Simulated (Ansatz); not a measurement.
Runs of Ansatz 0.2.0 on WF. The structure is trigonal, space group R3m (No. 160). Conventional cell: a = 2.732 Å, b = 2.732 Å, c = 15.209 Å, α = 90.00°, β = 90.00°, γ = 120.00°. Around W (site symmetry 3m) lie 1 F at 1.87 Å. F (site symmetry 3m) is surrounded by 1 W at 1.87 Å. The cell was built by a generator and needn't be a form met in nature.

```tsv
level	gap on the mesh (eV)	pressure (GPa)	relaxed volume (Å³/atom)
PBE+D3(BJ)	none	0.0	14.74
PBE+D3(BJ)-ATM	none	0.0	14.88
PBE+D4	none	0.0	14.74
PBE	none	0.0	(a)
```

Alike in all rows: task relaxation of cell and atoms; potentials or basis Ansatz PAW; no spin polarisation; cell relaxed; k mesh 11 × 11 × 11; cutoff (eV) 420; smearing fermi-dirac 0.05 eV.

Problem. Estimate the missing entries.

Solution. (a) 16.24.

Caveats: the plane-wave basis is chosen anew once the cell has moved, so the energies of steps on either side of that aren't comparable; an odd number of electrons without spin polarisation forces a metal; a magnetic or distorted state may lie lower; pairwise dispersion overbinds metals, which lowers pressure and volume (some runs).

A k mesh can miss the band edges, and the runs leave out spin-orbit coupling on W.

A gap of «none» marks a metal or a gap under the smearing width.
